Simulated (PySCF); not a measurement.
# C₆H₅FO₂: magnetic properties

Wanted: magnetic properties for C₆H₅FO₂ (`O=COC1=C(F)CC=C1`).

Computed with PySCF 2.14.0 and routines of our own; the level stands in each step. Atoms count from 0.

## 1. The starting structure

14 atoms, charge 0, multiplicity 1; geometry from: GFN2-xTB.

## 2. Magnetic properties: GIAO CAM-B3LYP/pcSseg-1

The job: settings as JSON, then the geometry in Å.

```
{"job": {"kind": "mag", "xc": "CAM-B3LYP", "basis": "pcSseg-1", "isotopologues": 0}, "charge": 0, "multiplicity": 1}
O      2.581452     0.775877    -0.904108
C      2.685764     0.139680     0.097263
O      1.704694    -0.439552     0.787571
C      0.400379    -0.243646     0.373801
C     -0.237387     0.906768     0.091475
F      0.239206     2.151558     0.160832
C     -1.652113     0.636420    -0.291104
C     -1.722430    -0.850464    -0.183470
C     -0.535230    -1.339096     0.197187
H      3.636767    -0.088156     0.606708
H     -1.869298     0.987072    -1.302064
H     -2.353178     1.136663     0.379709
H     -2.614100    -1.408662    -0.395974
H     -0.265204    -2.364933     0.360007
```

Method: GIAO CAM-B3LYP/pcSseg-1 magnetisability, rotational g tensor and spin-rotation constants, non-relativistic, gas phase.

Launch:

```console
$ OMP_NUM_THREADS=1 python excited_run.py task.json out
```

The driver reads the jobs from task.json and runs them one after another.

Output:

```text
coarse grid: 12880 points
cycle   1  E = -481.3592005182  dE =  2.090e+00  |g| = 1.007e+00  |ddm| = 3.565e+00
cycle   2  E = -481.1578933665  dE =  2.013e-01  |g| = 1.509e+00  |ddm| = 1.510e+00
cycle   3  E = -481.5437843637  dE = -3.859e-01  |g| = 1.954e-01  |ddm| = 9.568e-01
cycle   4  E = -481.5492294958  dE = -5.445e-03  |g| = 9.200e-02  |ddm| = 1.662e-01
cycle   5  E = -481.5506543470  dE = -1.425e-03  |g| = 1.480e-02  |ddm| = 5.796e-02
cycle   6  E = -481.5507000826  dE = -4.574e-05  |g| = 5.336e-03  |ddm| = 1.495e-02
cycle   7  E = -481.5507075326  dE = -7.450e-06  |g| = 1.528e-03  |ddm| = 5.512e-03
final grid: 128128 points
cycle   8  E = -481.6471753784  dE = -3.323e-05  |g| = 4.878e-03  |ddm| = 1.755e-02
cycle   9  E = -481.6471736228  dE =  1.756e-06  |g| = 6.024e-03  |ddm| = 7.370e-03
cycle  10  E = -481.6471801363  dE = -6.514e-06  |g| = 4.933e-04  |ddm| = 3.928e-03
cycle  11  E = -481.6471801799  dE = -4.357e-08  |g| = 2.058e-04  |ddm| = 4.614e-04
cycle  12  E = -481.6471801879  dE = -8.033e-09  |g| = 1.027e-04  |ddm| = 2.346e-04
cycle  13  E = -481.6471801899  dE = -1.959e-09  |g| = 2.831e-05  |ddm| = 7.234e-05
cycle  14  E = -481.6471801901  dE = -2.050e-10  |g| = 8.912e-06  |ddm| = 3.667e-05
converged SCF energy = -481.6471801901

Magnetisability tensor (1e-30 J/T^2)
     -954.40        2.41       96.17
        2.41     -993.04     -104.56
       96.17     -104.56    -1266.92
isotropic -1071.46   principal values   -1325.17   -975.16   -914.04
isotropic susceptibility -64.525 1e-6 cm^3/mol

Inertial axes            a          b          c
rot. const./GHz      2.9405     1.4397     1.0797
chi total           -57.547    -58.161    -77.865
chi diamagnetic    -477.993   -905.773  -1163.527
chi paramagnetic    420.446    847.612   1085.662
quadrupole/D A        7.604     -1.214     -6.390
g nuclear            0.5333     0.5539     0.5477
g electronic        -0.5808    -0.5733    -0.5507
g total             -0.0476    -0.0194    -0.0030

Spin-rotation constants (kHz, H = +C I.J)
atom  isotope        aa         bb         cc
  5    19F        3.912      2.010      0.228
  9     1H        0.126     -0.099     -0.072
 10     1H       -0.301     -0.097     -0.009
 11     1H       -0.154     -0.100     -0.061
 12     1H        0.176     -0.110     -0.113
 13     1H       -0.303      0.155     -0.130
  0    17O*      -1.689     -0.474     -0.403
  1    13C*       1.594      0.390      0.297
  2    17O*      -0.691     -0.379     -0.225
  3    13C*       1.238      0.462      0.255
  4    13C*       1.294      0.569      0.307
  6    13C*       0.526      0.260      0.184
  7    13C*       1.122      0.593      0.158
  8    13C*       1.036      0.661      0.191
* in the singly substituted isotopologue
```

It took 39 s on 1 thread of Arm Neoverse V2, shared host; peak memory 0.85 GiB.

Key values:

```tsv
quantity	value
magnetisability	-1071·10⁻³⁰ J/T²
molar susceptibility	-64.5·10⁻⁶ cm³/mol
rotational g (a, b, c)	-0.0476, -0.0194, -0.0030
```

Orbitals, density, ELF and potential are computed afterwards from the orbital file.

Frontier orbitals at CAM-B3LYP/pcSseg-1, with the share of their density that lies nearest to each atom:

```tsv
orbital	energy (eV)	lies on
HOMO	-7.81	C4, C7 about 25 % each; C3 18 %; C8 10 %
LUMO	0.28	C4, C7 about 21 % each; C8 14 %; C3 10 %
```

ELF in a plane through or near 8 of the atoms.

Ten even steps from '0' (0.00) to '9' (1.00):
```
0000000000000000000000000000
0000000000000000000000000000
0000000000000000000000000000
0000000000000698300000000000
0000000000003999700000000000
0000000001001999700110000000
0000000015500598522685000000
0000795018841623776998300000
0007999636584485733885100000
0008999838682541377420000000
0003898634226854566200000000
0000123552004548745630000000
0000000230014627668851000000
0000000000278551025520000000
0000000000278771001100000000
0000000000035651000000000000
0000000000001210000000000000
0000000000000000000000000000
0000000000000000000000000000
0000000000000000000000000000
```
The map spans 12.5 Å across and 10.0 Å up, centred on the molecule. Atoms in the plane (x, y in Å): O2 (-1.7, 0.6), C3 (-0.4, 0.3), C4 (0.2, -0.9), F5 (-0.4, -2.1), C6 (1.6, -0.8), C8 (0.6, 1.3), H9 (-3.7, 0.4), H13 (0.4, 2.4).

On the surface of density 0.002 e/bohr³ the electrostatic potential runs, from the 1st to the 99th percentile, from -1.64 V near O0 to 1.16 V near H9.

## 3. Magnetic properties: GIAO B97-D/6-31++G**

Settings changed since step 2:

```diff
@@ -1,2 +1,2 @@
-{"job": {"kind": "mag", "xc": "CAM-B3LYP", "basis": "pcSseg-1", "isotopologues": 0}, "charge": 0, "multiplicity": 1}
+{"job": {"kind": "mag", "xc": "B97-D", "basis": "6-31++G**"}, "charge": 0, "multiplicity": 1}
 O      2.581452     0.775877    -0.904108
```

Level: GIAO B97-D/6-31++G** magnetisability, rotational g tensor and spin-rotation constants, non-relativistic, gas phase.

Output:

```text
coarse grid: 12880 points
cycle   1  E = -481.4371723749  dE =  1.627e+00  |g| = 1.021e+00  |ddm| = 7.336e+00
cycle   2  E = -480.4158607555  dE =  1.021e+00  |g| = 2.382e+00  |ddm| = 1.850e+01
cycle   3  E = -481.5801224412  dE = -1.164e+00  |g| = 5.641e-01  |ddm| = 1.494e+01
cycle   4  E = -481.6417748642  dE = -6.165e-02  |g| = 1.846e-01  |ddm| = 1.923e+00
cycle   5  E = -481.6461963367  dE = -4.421e-03  |g| = 1.010e-01  |ddm| = 7.684e-01
cycle   6  E = -481.6485137406  dE = -2.317e-03  |g| = 3.100e-02  |ddm| = 4.809e-01
cycle   7  E = -481.6487444164  dE = -2.307e-04  |g| = 1.069e-02  |ddm| = 1.009e-01
cycle   8  E = -481.6487730758  dE = -2.866e-05  |g| = 1.871e-03  |ddm| = 5.667e-02
cycle   9  E = -481.6487736844  dE = -6.087e-07  |g| = 1.078e-03  |ddm| = 8.777e-03
final grid: 128128 points
cycle  10  E = -481.5774920240  dE = -4.401e-05  |g| = 1.657e-02  |ddm| = 4.099e-01
cycle  11  E = -481.5773101378  dE =  1.819e-04  |g| = 3.532e-02  |ddm| = 1.234e-01
cycle  12  E = -481.5775348564  dE = -2.247e-04  |g| = 4.536e-03  |ddm| = 8.622e-02
cycle  13  E = -481.5775399901  dE = -5.134e-06  |g| = 6.971e-04  |ddm| = 1.266e-02
cycle  14  E = -481.5775400712  dE = -8.113e-08  |g| = 3.237e-04  |ddm| = 2.284e-03
cycle  15  E = -481.5775400897  dE = -1.844e-08  |g| = 1.177e-04  |ddm| = 1.107e-03
cycle  16  E = -481.5775400932  dE = -3.539e-09  |g| = 2.413e-05  |ddm| = 3.773e-04
cycle  17  E = -481.5775400933  dE = -1.161e-10  |g| = 1.073e-05  |ddm| = 1.038e-04
converged SCF energy = -481.5775400933

Magnetisability tensor (1e-30 J/T^2)
     -920.35       -6.10       98.61
       -6.10     -970.66     -102.23
       98.61     -102.23    -1248.29
isotropic -1046.43   principal values   -1304.04   -958.07   -877.20
isotropic susceptibility -63.018 1e-6 cm^3/mol

Inertial axes            a          b          c
rot. const./GHz      2.9405     1.4397     1.0797
chi total           -55.674    -56.677    -76.703
chi diamagnetic    -477.354   -905.691  -1163.583
chi paramagnetic    421.680    849.014   1086.880
quadrupole/D A        6.894     -0.976     -5.918
g nuclear            0.5333     0.5539     0.5477
g electronic        -0.5825    -0.5742    -0.5513
g total             -0.0493    -0.0203    -0.0036

Spin-rotation constants (kHz, H = +C I.J)
atom  isotope        aa         bb         cc
  5    19F        3.989      2.040      0.297
  9     1H        0.138     -0.095     -0.069
 10     1H       -0.295     -0.096     -0.007
 11     1H       -0.146     -0.099     -0.060
 12     1H        0.181     -0.112     -0.113
 13     1H       -0.298      0.157     -0.131
  0    17O*      -1.411     -0.398     -0.337
  1    13C*       1.352      0.348      0.265
  2    17O*      -0.682     -0.359     -0.212
  3    13C*       1.055      0.426      0.230
  4    13C*       1.105      0.508      0.281
  6    13C*       0.480      0.238      0.163
  7    13C*       0.978      0.498      0.143
  8    13C*       0.908      0.563      0.172
* in the singly substituted isotopologue
```

Wall time 41 s (1 thread of Arm Neoverse V2, shared host); peak memory 0.65 GiB.

In short:

```tsv
quantity	value
magnetisability	-1046·10⁻³⁰ J/T²
molar susceptibility	-63.0·10⁻⁶ cm³/mol
rotational g (a, b, c)	-0.0493, -0.0203, -0.0036
```

## 4. Magnetic properties side by side

```tsv
level	ξ (10⁻³⁰ J/T²)	g(a)	g(b)	gap (eV)	functions	time
GIAO CAM-B3LYP/pcSseg-1	-1071	-0.0476	-0.0194	8.09	178	39 s
GIAO B97-D/6-31++G**	-1046	-0.0493	-0.0203	3.61	192	41 s
```

## 5. What came out

```
                                                quantity                      value
       magnetisability (step 2, GIAO CAM-B3LYP/pcSseg-1)           -1071·10⁻³⁰ J/T²
  molar susceptibility (step 2, GIAO CAM-B3LYP/pcSseg-1)         -64.5·10⁻⁶ cm³/mol
rotational g (a, b, c) (step 2, GIAO CAM-B3LYP/pcSseg-1)  -0.0476, -0.0194, -0.0030
                   surface potential, 1st and 99th percentile         -1.64 V and 1.16 V
                         magnetisability over the levels  -1071 to -1046·10⁻³⁰ J/T²
```

The magnetisability spreads by 2.4 % over 2 levels of like cost. Two levels can agree by chance, so this spread shows no convergence. Vibrational averaging and real surroundings are missing from these values.
